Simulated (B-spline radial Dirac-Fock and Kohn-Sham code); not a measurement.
**Inner shells of Hf⁸⁺**

Wanted for hafnium as Hf⁸⁺: its X-ray form factor and Compton profile and the binding energy of each subshell.

Program: B-spline radial Dirac-Fock and Kohn-Sham code, version 2. Model: a free atom or ion on a radial basis; each step names its model. All values are calculated, but those marked as tabulated.

## (1) What is computed

Hf⁸⁺ in the configuration [Kr] 4d10 4f13 5s2 5p3.

| Quantity | Value |
| --- | --- |
| nuclear charge | 72 |
| electrons | 64 |
| mass number | 180 |
| nuclear rms radius | 5.347 fm |

Outer shells as boxes (Hund's rule, for the drawing alone; heavy ions are jj-coupled, and the calculation averages over the configuration):

```
[Kr] core
4d [↑↓][↑↓][↑↓][↑↓][↑↓]
4f [↑↓][↑↓][↑↓][↑↓][↑↓][↑↓][↑ ]
5s [↑↓]
5p [↑ ][↑ ][↑ ]
```

## (2) Form factor and Compton profile

Model: Dirac-Fock average of configuration, finite nucleus; form factor of the spherical density, Waller-Hartree incoherent function, impulse-approximation Compton profiles.

The run's settings:

```ini
task = scatter
Z = 72
charge = 8
configuration = 1s2 2s2 2p6 3s2 3p6 3d10 4s2 4p6 4d10 4f13 5s2 5p3
mass_number = 180
rms_radius = 5.347  # fm
s = [0.0, 0.05, 0.1, 0.15, 0.2, 0.25, 0.3, 0.35, 0.4, 0.45, 0.5, 0.6, 0.7, 0.8, 0.9, 1.0, 1.1, 1.2, 1.4, 1.6, 1.8, 2.0, 2.5, 3.0, 3.5, 4.0, 5.0, 6.0]  # 1/A
pz = [0, 0.1, 0.14, 0.21, 0.3, 0.43, 0.62, 0.89, 1.3, 1.8, 2.6, 3.8, 5.4, 7.8, 11.0, 16.0, 23.0, 34.0, 48.0, 69.0, 100.0]  # a.u.
photon_energy = [1000, 2000, 5000, 8047.8, 30000, 50000, 200000, 500000]  # eV
```

The program writes no log. Results of the run, from its result record (rounded, main fields):

```text
{
  "status": "converged",
  "form_factor [e]": [64.0, 63.638, 62.58, 60.907, 58.741, 56.219, 53.482, 50.653, 47.832, 45.091, 42.475, 37.702, 33.561, 30.01, 26.988, 24.444, 22.327, 20.583, 17.974, 16.149, 14.728, 13.478, 10.607, 8.2233, 6.5787, 5.5722, 4.5017, 3.7381],
  "incoherent": [2.0797e-11, 0.3677, 1.4085, 2.9596, 4.8159, 6.7908, 8.7527, 10.631, 12.403, 14.07, 15.646, 18.584, 21.301, 23.83, 26.181, 28.366, 30.409, 32.333, 35.874, 38.995, 41.663, 43.893, 48.017, 50.893, 53.081, 54.814, 57.36, 59.096],
  "compton_total [1/a.u.]": [5.6928, 5.6856, 5.6788, 5.6615, 5.6291, 5.5631, 5.4287, 5.1754, 4.7249, 4.2259, 3.6698, 2.9139, 1.9286, 1.0959, 0.63748, 0.32137, 0.14496, 0.05363, 0.020444, 0.0069492, 0.0020389],
  "shells": ["1s1/2", "2s1/2", "2p1/2", "2p3/2", "3s1/2", "3p1/2", "3p3/2", "3d3/2", "3d5/2", "4s1/2", "4p1/2", "4p3/2", "4d3/2", "4d5/2", "4f5/2", "4f7/2", "5s1/2", "5p1/2", "5p3/2"],
  "occupation": [2.0, 2.0, 2.0, 4.0, 2.0, 2.0, 4.0, 4.0, 6.0, 2.0, 2.0, 4.0, 4.0, 6.0, 5.5714, 7.4286, 2.0, 1.0, 2.0],
  "mean_momentum [a.u.]": [73.958, 26.417, 34.893, 31.125, 13.318, 15.901, 14.777, 17.759, 17.361, 6.7617, 7.5672, 7.0846, 7.7578, 7.5856, 7.4583, 7.3687, 2.8856, 3.089, 2.914],
  "r2 [bohr^2]": 19.797,
  "r_inverse [1/bohr]": 517.2,
  "r1 [bohr]": 27.187,
  "coherent [b]": [2685.1, 2573.8, 2023.2, 1492.9, 338.91, 157.81, 14.863, 2.6726],
  "incoherent_cross_section [b]": [0.31277, 1.1538, 4.8273, 8.2389, 21.428, 25.169, 24.108, 18.071],
  "radial_jk": {
    "4f": {"j0": [1.0, 0.99147, 0.96643, 0.92642, 0.87376, 0.81134, 0.74224, 0.66948, 0.59579, 0.52345, 0.45426, 0.32999, 0.22816, 0.14897, 0.089946, 0.047602, 0.018364, -0.00095154, -0.019815, -0.023869, -0.021513, -0.017066, -0.0071107, -0.0021388, -0.00032472, 0.0001752, 0.00019125, 8.5183e-05], "j2": [0.0, 0.0034024, 0.013304, 0.028838, 0.0487, 0.071334, 0.095126, 0.11857, 0.14042, 0.15971, 0.17583, 0.19752, 0.20569, 0.20274, 0.19183, 0.17591, 0.15742, 0.13812, 0.10153, 0.071109, 0.047859, 0.031049, 0.0087412, 0.0013505, -0.00054818, -0.00076096, -0.00038324, -0.00014113], "j4": [0.0, 5.7482e-06, 8.9631e-05, 0.00043489, 0.0012964, 0.0029407, 0.0055872, 0.0093644, 0.014289, 0.020268, 0.027117, 0.042424, 0.058082, 0.07226, 0.083774, 0.092097, 0.097205, 0.099385, 0.0968, 0.08816, 0.076662, 0.064485, 0.038051, 0.020705, 0.010803, 0.0055246, 0.0014249, 0.00036653], "j6": [0.0, 7.6426e-09, 4.7474e-07, 5.1481e-06, 2.703e-05, 9.4678e-05, 0.00025538, 0.00057307, 0.0011211, 0.0019718, 0.0031854, 0.0068341, 0.012074, 0.01855, 0.025701, 0.032934, 0.03975, 0.045786, 0.054765, 0.059407, 0.060285, 0.058344, 0.047003, 0.033751, 0.022768, 0.014851, 0.0060888, 0.0025131], "r2": 0.46517, "r4": 0.44833, "r6": 0.77209},
    "5p": {"j0": [1.0, 0.97071, 0.88719, 0.76148, 0.61056, 0.45286, 0.30479, 0.17846, 0.08056, 0.012656, -0.027702, -0.046709, -0.022462, 0.009212, 0.03074, 0.038454, 0.035559, 0.027015, 0.0081093, -0.0023253, -0.0038634, -0.00082219, 0.0067126, 0.0059863, 0.002484, 0.0003037, 0.00031424, 0.0014587], "j2": [0.0, 0.011652, 0.044138, 0.090727, 0.1422, 0.1891, 0.22384, 0.2419, 0.24225, 0.22682, 0.19947, 0.12789, 0.060333, 0.014331, -0.0077897, -0.012019, -0.0063385, 0.0027147, 0.016795, 0.019603, 0.014897, 0.0081914, -0.0010541, 0.00017242, 0.0029237, 0.0037093, 0.0017449, 0.00014312], "r2": 1.6099, "r4": 3.7054, "r6": 11.479}
  }
}
```

The scattering functions against s = sin θ / λ:

```tsv
s (1/Å)	f (e)	f / N	S(s)
0	64.00	1.000	0
0.100	62.58	0.978	1.409
0.200	58.74	0.918	4.816
0.300	53.48	0.836	8.753
0.400	47.83	0.747	12.40
0.500	42.47	0.664	15.65
0.700	33.56	0.524	21.30
0.900	26.99	0.422	26.18
1.10	22.33	0.349	30.41
1.40	17.97	0.281	35.87
1.80	14.73	0.230	41.66
2.50	10.61	0.166	48.02
3.50	6.579	0.103	53.08
5.00	4.502	0.070	57.36
```

## (3) Hole states by ΔSCF

Model: Dirac-Fock average of configuration, Delta-SCF, finite nucleus, first-order Breit with its frequency dependence, self-energy and vacuum polarisation.

Recorded inputs:

```ini
task = binding
```

The program writes no log. Results of the run, from its result record (rounded, main fields):

```text
{
  "status": "converged",
  "shells": ["K", "L1", "L2", "L3", "M1", "M2", "M3", "M4", "M5", "N1", "N2", "N3", "N4", "N5", "N6,7", "O1", "O2,3"],
  "total_energy_parts [Ha]": [-15070.6063, 17.4497266, -1.84559227, -0.289134616, 12.6125463, -2.20894809],
  "koopmans [eV]": [65884.7, 11507.3, 10971.5, 9777.02, 2780.47, 2543.66, 2283.49, 1888.5, 1832.36, 692.353, 593.88, 533.603, 371.741, 360.471, 157.37, 191.787, 155.045],
  "dirac_coulomb [eV]": [65802.8, 11460.0, 10919.8, 9728.26, 2755.5, 2517.56, 2259.04, 1861.51, 1805.91, 684.031, "-", 526.375, 364.944, 353.987, 152.045, 191.006, 154.478],
  "gaunt [eV]": [-229.961, -24.821, -42.8794, -29.6362, -4.41549, -7.86684, -5.16911, -3.33838, -2.23244, -0.936074, "-", -1.00401, -0.47311, -0.24915, 0.127617, -0.176183, -0.202737],
  "retardation [eV]": [17.2286, 2.03962, 4.65281, 4.64548, 0.348877, 0.835384, 0.839827, 0.327504, 0.31915, 0.0854486, "-", 0.18357, 0.0530042, 0.0515575, -0.0213721, 0.0166294, 0.032264],
  "breit_frequency [eV]": [3.53012, -0.300948, -0.0214703, 1.55532, -0.0772095, -0.0784936, 0.309457, -0.0331763, 0.000366784, -0.018764, "-", 0.0700001, -0.00785718, -0.000549437, -0.00378698, -0.00389053, 0.006719],
  "self_energy [eV]": [-134.077, -19.0373, 0.0256977, -1.33071, -4.33836, -0.0755788, -0.327483, 0.319357, 0.164222, -1.03195, "-", -0.0599152, 0.0760844, 0.0450024, 0.0432041, -0.195203, -0.00092293],
  "vacuum_polarisation [eV]": [24.6792, 3.28033, 0.115117, -0.12403, 0.725248, 0.0263317, -0.0340084, -0.0366439, -0.0350044, 0.172841, "-", -0.00990406, -0.00945108, -0.00906313, -0.00569312, 0.0327989, -0.00187262],
  "binding [eV]": [65484.2, 11421.2, 10881.7, 9703.37, 2747.74, 2510.4, 2254.65, 1858.75, 1804.12, 682.303, "-", 525.555, 364.583, 353.825, 152.185, 190.68, 154.312],
  "mean_radius [bohr]": [0.0189866, 0.0797139, 0.0662006, 0.0738852, 0.207632, 0.197884, 0.212064, 0.186347, 0.190738, 0.467975, 0.475461, 0.506081, 0.52601, 0.537018, 0.62023, 1.07788, 1.22261]
}
```

total_energy_parts: Dirac-Coulomb, Gaunt, retardation, frequency dependence, self-energy, vacuum polarisation. Blank entries are hole states that did not converge, or in which two open shells of one symmetry are about equally filled, where the average of configuration falls too low.

The binding energies by parts, in eV; the parts add up.

```tsv
level	-ε	relaxation	Breit	QED	binding
K	65884.7	-81.96	-209.20	-109.40	65484.2
L1	11507.3	-47.25	-23.08	-15.76	11421.2
L2	10971.5	-51.74	-38.25	0.14	10881.7
L3	9777.0	-48.77	-23.44	-1.45	9703.4
M1	2780.5	-24.97	-4.14	-3.61	2747.7
M2	2543.7	-26.10	-7.11	-0.05	2510.4
M3	2283.5	-24.46	-4.02	-0.36	2254.7
M4	1888.5	-26.99	-3.04	0.28	1858.8
M5	1832.4	-26.45	-1.91	0.13	1804.1
N1	692.4	-8.32	-0.87	-0.86	682.3
N3	533.6	-7.23	-0.75	-0.07	525.6
N4	371.7	-6.80	-0.43	0.07	364.6
N5	360.5	-6.48	-0.20	0.04	353.8
N6,7	157.4	-5.32	0.10	0.04	152.2
O1	191.8	-0.78	-0.16	-0.16	190.7
O2,3	155.0	-0.57	-0.16	0.00	154.3
```

Line energies follow by subtraction:

```tsv
line	energy (eV)
Kβ2' (K-N3)	64958.6
Kβ1 (K-M3)	63229.5
Kβ3 (K-M2)	62973.8
Kα1 (K-L3)	55780.8
Kα2 (K-L2)	54602.5
Lγ3 (L1-N3)	10895.6
Lγ1 (L2-N4)	10517.1
Lγ5 (L2-N1)	10199.4
Lβ7 (L3-O1)	9512.7
Lβ2 (L3-N5)	9349.5
Lβ15 (L3-N4)	9338.8
Lβ3 (L1-M3)	9166.5
Lβ1 (L2-M4)	9022.9
Lβ6 (L3-N1)	9021.1
```

## (4) What came out

```
                             quantity         value
     rms radius of the electron cloud    0.556 bohr
                form factor halves at      0.74 1/Å
              Compton profile at zero  5.693 1/a.u.
         deepest level listed, K (1s)    65484.2 eV
               least bound, N6,7 (4f)      152.2 eV
                                  Kα1    55780.8 eV
ionisation energy, NIST (theoretical)    157.000 eV
```

**Reading.** f falls from 64 to half of that at s = 0.74 1/Å. Incoherent scattering outweighs coherent from 200 keV on, among the energies asked. For K (1s), relaxation takes off 82.0 eV, Breit terms shift it by -209.20 and QED by -109.40 eV. NIST's ionisation energy differs by +4.81 eV from the least binding energy, within its stated uncertainty. The Hartree-Fock and Dirac-Fock values hold no electron correlation.
